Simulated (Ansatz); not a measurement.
# MoS: the cost of one run

Program: Ansatz 0.2.0. Level of theory: DFT PBEsol, scalar-relativistic, plane waves, PAW. These are calculated values, not measurements.

2 further runs of the same task are left out: 2 set aside as unsound or not needed.

**1. Starting point**

The structure is hexagonal, space group P-6m2 (No. 187). Conventional cell: a = 3.142 Å, b = 3.142 Å, c = 17.337 Å, α = 90.00°, β = 90.00°, γ = 120.00°. Around Mo (site symmetry -6m2) lie 6 S at 2.39 Å. S (site symmetry 3m) has 3 Mo at 2.39 Å as nearest neighbours.

Structure file:

```xyz
3
Lattice="3.1415 0.0000 0.0000 -1.5708 2.7206 0.0000 0.0000 0.0000 17.3373" Properties=species:S:1:pos:R:3 pbc="T T T"
Mo    0.0000    0.0000    0.0000
S     0.0000    1.8137    1.5581
S     0.0000    1.8137   15.7792
```

It goes back to an entry of the Materials Project, which need not be the stable form.

It is the result of an earlier relaxation at this level (volume 49.39 Å³/atom; gap on the mesh: 1.80 eV).

Bulk energy on matching settings, from an earlier run: -2223.3807 eV/atom.

**2. The (001) slab**

Planes are indexed in the bulk's conventional cell (P-6m2 (No. 187)), a = 3.142 Å, b = 3.142 Å, c = 17.337 Å, α = 90.00°, β = 90.00°, γ = 120.00°.

The slab is a (001) slab, 17.3 Å thick as cut, with 15 Å of vacuum; its outer planes are Mo (top) and Mo (bottom).

The slab as cut. Its planes from the bottom up:

```csv
plane,atoms per cell,height over the lowest (Å)
1,Mo,0.00
2,S,1.56
3,S,15.78
4,Mo,17.34
```

**3. Single point on the unrelaxed (001) slab**

The cell repeats along c, and a dipole correction in the vacuum removes the field between the copies.

The input, input.yaml:

```yaml
crystal:
  lattice:
    - [3.1415002775, 0.0, 0.0]
    - [-1.5707501387, 2.7206190463, 0.0]
    - [0.0, 0.0, 32.3373047485]
  atoms:
    - { symbol: Mo, position: [0.0, 0.0, 0.2319302755] }
    - { symbol: S, position: [0.3333333333, 0.6666666667, 0.2801126212] }
    - { symbol: S, position: [0.3333333333, 0.6666666667, 0.7198873788] }
    - { symbol: Mo, position: [0.0, 0.0, 0.7680697245] }
basis:
  ecutwfc: 420
kpoints:
  mp_grid: { grid: [9, 9, 1] }
hamiltonian:
  xc: pbesol
scf:
  occupations: { method: gaussian, width: 0.05 }
output:
  forces: true
  stress: true
  eigenvalues: true
  write_density: true
  write_potential: true
  elf: true
  volumetric_format: npy
efield:
  axis: 3
  dipole_correction: true
  ramp_width: 0.04
```

Launch:

```
ansatz run input.yaml --threads 1 --pin off --max-ram 2560MiB --backend cpu --events-out ev --progress --plain --runs-dir out
```

Q: Estimate wall time and peak memory on 1 thread of Arm Neoverse V1, shared host.

About 10 s, with a peak of 0.49 GiB.
